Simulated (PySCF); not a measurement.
# C₆H₇F₃: electronic excitations

Aim: predict the electronic excitations of C₆H₇F₃ (`FC[C@]1(C(F)F)[C@@H]2C[C@@H]21`).

The runs use PySCF 2.14.0, with density-fitted response routines of our own; the level of theory stands in each step. All values are computed, except where a source is named. Atoms count from 0, in the outputs and in this text.

## Step 1: The molecule as given

16 atoms, charge 0, multiplicity 1; geometry from: GFN2-xTB.

Bonds of the start (Å): F0–C1 1.38, C1–C2 1.52, C2–C3 1.52, C3–F4 1.36, C3–F5 1.35, C2–C6 1.50, C6–C7 1.50, C7–C8 1.49, C8–C2 1.50, C8–C6 1.49, C1–H9 1.10, C1–H10 1.09, C3–H11 1.10, C6–H12 1.07, C7–H13 1.08, C7–H14 1.08, C8–H15 1.07.

## Step 2: Ultraviolet spectrum: CAM-B3LYP/def2-SVPD

Job settings and geometry (Å):

```
{"job": {"kind": "uv", "xc": "CAM-B3LYP", "basis": "def2-SVPD", "nstates": 8, "ntriplets": 3}, "charge": 0, "multiplicity": 1}
F     -1.215993     1.407883    -1.668074
C     -0.788569     1.358302    -0.360036
C     -0.276445    -0.032736    -0.042649
C     -1.422316    -1.035123    -0.095964
F     -2.297968    -0.809313     0.920208
F     -0.983863    -2.304585     0.065390
C      0.796203    -0.313766     0.970491
C      1.922623     0.396095     0.288963
C      1.063120    -0.559142    -0.474411
H     -1.654823     1.599186     0.265729
H     -0.023733     2.128060    -0.250790
H     -1.987985    -0.987726    -1.039295
H      0.763917    -0.931255     1.841891
H      2.922056     0.055614     0.528445
H      1.874118     1.458961     0.096887
H      1.302059    -1.421511    -1.058193
```

With the program's defaults for keys left out, this is: TDDFT CAM-B3LYP/def2-SVPD, vertical, gas phase, core orbitals frozen in the response.

On the command line:

```
OMP_NUM_THREADS=1 python probes_run.py task.json out
```

The driver reads the jobs from task.json and runs them one after another.

What will the session give for the following? lowest singlet (CAM-B3LYP/def2-SVPD); brightest single state of those computed; lowest triplet; surface potential, 1st and 99th percentile. Wanted: lowest singlet; brightest single state of those computed; lowest triplet; surface potential, 1st and 99th percentile.

As calculated:

| quantity | value |
| --- | --- |
| lowest singlet (CAM-B3LYP/def2-SVPD) | 7.60 eV (163 nm), f = 0.001 |
| brightest single state of those computed | state 2, 7.81 eV, f = 0.049 |
| lowest triplet | 6.65 eV |
| surface potential, 1st and 99th percentile | -0.93 V and 1.12 V |

What this shows: The lowest singlet, at 7.60 eV, is HOMO→LUMO 0.87 and is dark; of the 8 states computed, the strongest absorption comes from state 2 at 7.81 eV. The lowest triplet lies 0.95 eV below the lowest singlet (triplets in Tamm-Dancoff, singlets in full TDDFT).
